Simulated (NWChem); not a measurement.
**GeOF3 (SMILES [O][Ge]([F])([F])[F]): levels of theory compared**

Aim: a comparison of 4 runs (UHF/STO-3G, UHF/3-21G, UB3LYP/6-31G*) of GeOF3. 

Program for the calculation: NWChem 7.3.0.

**1. The molecule**

GeOF3 has 5 atoms, charge 0, and is taken as a doublet. SMILES: `[O][Ge]([F])([F])[F]`. Geometry: relaxed at PBE0-D4/def2-TZVP.

Bond lengths: O1–Ge2 1.770 Å, Ge2–F3 1.697 Å, Ge2–F4 1.697 Å, Ge2–F5 1.697 Å. Angles: O1–Ge2–F3 107.1°, O1–Ge2–F4 112.2°, O1–Ge2–F5 111.5°, F3–Ge2–F4 109.3°, F3–Ge2–F5 109.9°, F4–Ge2–F5 106.8°.

**2. Energy and gradient at UHF/STO-3G (run 1)**

f3geo.nw reads:

```
start f3geo
memory stack 880 mb heap 220 mb global 1100 mb

geometry units angstrom noautosym nocenter noautoz
   O     -0.574400     0.094600     1.657500
   Ge     0.003900    -0.010400    -0.012400
   F      1.388600    -0.991000    -0.000200
   F     -1.154500    -0.688300    -1.051300
   F      0.386300     1.521400    -0.635000
end

basis spherical bse
   * library STO-3G
end

scf
   nopen 1
   uhf
   thresh 1e-08
   maxiter 80
end

task scf gradient
```

Run with:

```
$ nwchem f3geo.nw > f3geo.out
```

Log:

```text
[...]
  functions       =    38
[...]
  wavefunction    = UHF
[...]
         Total SCF energy =  -2419.735350257487
      One electron energy =  -4262.454137355671
      Two electron energy =   1409.960918480612
 Nuclear repulsion energy =    432.757868617572
                       Sz =      0.5000
                 Sz(Sz+1) =      0.7500
                      S^2 =      0.7565
[...]
                         UHF ENERGY GRADIENTS
    atom               coordinates                        gradient
                 x          y          z           x          y          z
   1 O      -1.085459   0.178768   3.132221    0.001225  -0.000798   0.001178
   2 Ge      0.007370  -0.019653  -0.023433   -0.005624   0.001044   0.017107
   3 F       2.624074  -1.872718  -0.000378    0.014630  -0.010977   0.002227
   4 F      -2.181689  -1.300698  -1.986669   -0.013992  -0.007570  -0.012890
   5 F       0.730001   2.875029  -1.199976    0.003761   0.018301  -0.007622
[...]
```

Run time: 24 s. Hardware: 1 thread of Intel Xeon Platinum 8559C (Emerald Rapids), shared host; peak memory 0.1 GiB.

**3. Energy and gradient at UHF/3-21G (run 2)**

f3geo.nw reads:

```
start f3geo
title "F3GeO"
memory total 2200 mb
charge 0
geometry noautosym nocenter noautoz
  O       -0.574400       0.094600       1.657500
  Ge       0.003900      -0.010400      -0.012400
  F        1.388600      -0.991000      -0.000200
  F       -1.154500      -0.688300      -1.051300
  F        0.386300       1.521400      -0.635000
end
basis "ao basis" spherical bse
  * library 3-21G
end
scf
  doublet
  uhf
  thresh 1e-08
  maxiter 80
  print medium
end
task scf gradient
```

Run with:

```
$ nwchem f3geo.nw > f3geo.out
```

Log:

```text
[...]
  functions       =    58
[...]
  wavefunction    = UHF
[...]
         Total SCF energy =  -2436.651637136484
      One electron energy =  -4262.200703100029
      Two electron energy =   1392.791197345974
 Nuclear repulsion energy =    432.757868617572
                       Sz =      0.5000
                 Sz(Sz+1) =      0.7500
                      S^2 =      0.7544
[...]
                         UHF ENERGY GRADIENTS
    atom               coordinates                        gradient
                 x          y          z           x          y          z
   1 O      -1.085459   0.178768   3.132221   -0.001052  -0.000228   0.006767
   2 Ge      0.007370  -0.019653  -0.023433   -0.008026   0.001766   0.021771
   3 F       2.624074  -1.872718  -0.000378    0.023635  -0.017276   0.001786
   4 F      -2.181689  -1.300698  -1.986669   -0.020563  -0.011440  -0.018946
   5 F       0.730001   2.875029  -1.199976    0.006007   0.027178  -0.011378
[...]
```

It took 25 s on 1 thread of Intel Xeon Platinum 8559C (Emerald Rapids), shared host; peak memory 0.1 GiB.

**4. Energy and gradient at UB3LYP/6-31G(d) (spherical functions) (run 3)**

f3geo.nw reads:

```
start f3geo
title "F3GeO"
memory 2200 mb

geometry units angstrom noautosym nocenter noautoz
O    -0.574400    0.094600    1.657500
Ge    0.003900   -0.010400   -0.012400
F     1.388600   -0.991000   -0.000200
F    -1.154500   -0.688300   -1.051300
F     0.386300    1.521400   -0.635000
end

basis spherical bse
* library 6-31G*
end

dft
xc b3lyp
mult 2
grid xfine
convergence energy 1e-08
maxiter 100
mulliken
noprint "final vectors analysis"
end

task dft gradient
```

Run with:

```
$ nwchem f3geo.nw > f3geo.out
```

Log:

```text
[...]
          Wavefunction type:  spin polarized.
          No. of atoms     :     5
          No. of electrons :    67
[...]
          Charge           :     0
          Spin multiplicity:     2
[...]
          AO basis - number of functions:    88
[...]
              XC Information
              --------------
                         B3LYP Method XC Potential
                     Hartree-Fock (Exact) Exchange  0.200
                        Slater Exchange Functional  0.800 local
                    Becke 1988 Exchange Functional  0.720 non-local
              Lee-Yang-Parr Correlation Functional  0.810
                  VWN I RPA Correlation Functional  0.190 local
[...]
 d= 0,ls=0.0,diis     1  -2451.3958861374 -2.88D+03  1.07D-02  2.98D-01     3.8
[...]
 d= 0,ls=0.0,diis    12  -2451.5271167210 -7.25D-10  8.33D-08  3.10D-10    39.0
[...]
         Total DFT energy =    -2451.527116721024
      One electron energy =    -4276.270712205833
           Coulomb energy =     1511.162190604971
    Exchange-Corr. energy =     -119.176463737734
 Nuclear repulsion energy =      432.757868617572
[...]
      Total Density - Mulliken Population Analysis
     ---------------------------------------------
    Atom       Charge   Shell Charges
 -----------   ------   -------------------------------------------------------
    1 O    8     8.24   2.00  0.97  2.71  0.97  1.58  0.01
    2 Ge  32    30.68   2.00  2.00  6.00  2.00  5.99  0.96  1.31 -0.09  0.14  6.90  2.95  0.52
    3 F    9     9.36   2.00  0.93  3.29  1.03  2.09  0.01
    4 F    9     9.36   2.00  0.93  3.29  1.03  2.09  0.01
    5 F    9     9.36   2.00  0.93  3.29  1.03  2.09  0.01
[...]
      <S2> =      0.7527 (Exact =     0.7500)
[...]
  wavefunction    = open shell
                         DFT ENERGY GRADIENTS
    atom               coordinates                        gradient
                 x          y          z           x          y          z
   1 O      -1.085459   0.178768   3.132221    0.004202  -0.000643  -0.012465
   2 Ge      0.007370  -0.019653  -0.023433    0.000193  -0.000308   0.001638
   3 F       2.624074  -1.872718  -0.000378   -0.009476   0.006638  -0.000234
   4 F      -2.181689  -1.300698  -1.986669    0.007864   0.004707   0.006912
   5 F       0.730001   2.875029  -1.199976   -0.002782  -0.010394   0.004149
[...]
```

Wall time 48 s (1 thread of Intel Xeon Platinum 8559C (Emerald Rapids), shared host); peak memory 0.14 GiB.

**5. Energy and forces at UB3LYP/6-31G(d) (Cartesian functions) (run 4)**

calc.nw reads:

```
START calc
TITLE "F3GeO gradient"
memory 2200 mb
GEOMETRY noautosym nocenter noautoz
O    -0.574400    0.094600    1.657500
Ge    0.003900   -0.010400   -0.012400
F     1.388600   -0.991000   -0.000200
F    -1.154500   -0.688300   -1.051300
F     0.386300    1.521400   -0.635000
END
BASIS
* library 6-31G*
END
DFT
xc b3lyp
mult 2
grid fine
convergence energy 1e-08
iterations 100
mulliken
print medium
END
TASK dft gradient
```

Run with:

```
$ nwchem calc.nw > calc.out
```

Log:

```text
[...]
          Wavefunction type:  spin polarized.
          No. of atoms     :     5
          No. of electrons :    67
[...]
          Charge           :     0
          Spin multiplicity:     2
[...]
          AO basis - number of functions:    95
[...]
              XC Information
              --------------
                         B3LYP Method XC Potential
                     Hartree-Fock (Exact) Exchange  0.200
                        Slater Exchange Functional  0.800 local
                    Becke 1988 Exchange Functional  0.720 non-local
              Lee-Yang-Parr Correlation Functional  0.810
                  VWN I RPA Correlation Functional  0.190 local
[...]
 d= 0,ls=0.0,diis     1  -2451.4072001361 -2.88D+03  1.11D-02  5.02D-01     3.0
[...]
 d= 0,ls=0.0,diis    12  -2451.5413646040 -1.04D-09  9.61D-08  2.73D-10    25.0
[...]
         Total DFT energy =    -2451.541364603991
      One electron energy =    -4276.384820958085
           Coulomb energy =     1511.222105486238
    Exchange-Corr. energy =     -119.136517749717
 Nuclear repulsion energy =      432.757868617572
[...]
      Total Density - Mulliken Population Analysis
     ---------------------------------------------
    Atom       Charge   Shell Charges
 -----------   ------   -------------------------------------------------------
    1 O    8     8.25   1.99  0.97  2.71  0.98  1.58  0.01
    2 Ge  32    30.69   2.00  1.99  6.00  1.93  5.99  1.08  1.36 -0.02  0.17  6.97  2.96  0.26
    3 F    9     9.35   1.99  0.95  3.29  0.95  2.09  0.07
    4 F    9     9.35   1.99  0.95  3.29  0.95  2.09  0.07
    5 F    9     9.35   1.99  0.95  3.29  0.95  2.09  0.07
[...]
      <S2> =      0.7527 (Exact =     0.7500)
[...]
  wavefunction    = open shell
                         DFT ENERGY GRADIENTS
    atom               coordinates                        gradient
                 x          y          z           x          y          z
   1 O      -1.085459   0.178768   3.132221    0.003567  -0.000541  -0.010504
   2 Ge      0.007370  -0.019653  -0.023433    0.000068  -0.000301   0.002112
   3 F       2.624074  -1.872718  -0.000378   -0.007550   0.005253  -0.000173
   4 F      -2.181689  -1.300698  -1.986669    0.006204   0.003788   0.005365
   5 F       0.730001   2.875029  -1.199976   -0.002289  -0.008199   0.003200
[...]
```

Run time: 32 s. Hardware: 1 thread of Intel Xeon Platinum 8559C (Emerald Rapids), shared host; peak memory 0.12 GiB.

**6. All runs side by side**

```csv
run,level,iteration cap,module,energy (Eh),dipole moment (D),HOMO energy (eV),LUMO energy (eV),wall time
1,UHF/STO-3G,80,scf,-2419.735350,0.05,-9.96,7.97,24 s
2,UHF/3-21G,80,scf,-2436.651637,0.40,-14.90,1.17,25 s
3,UB3LYP/6-31G* (spherical functions),100,dft,-2451.527117,0.26,–,–,48 s
4,UB3LYP/6-31G* (Cartesian functions),100,dft,-2451.541365,0.25,-9.99,-6.28,32 s
```

**7. Summary of results**

| quantity | value |
| --- | --- |
| run 4: total energy | -2451.54136 Eh |
| run 4: dipole moment | 0.25 D |
| run 4: HOMO energy (highest over α and β) | -9.99 eV |
| run 4: LUMO energy (lowest over α and β) | -6.28 eV |
| run 4: ⟨S²⟩ | 0.753 |
| run 4: largest force on an atom | 0.571 eV/Å |

The dipole moment (its size) runs from 0.05 D (UHF/STO-3G) to 0.40 D (UHF/3-21G). In run 1 the basis is minimal, so the values are rough. All runs together took 2.2 min, the longest 48 s.
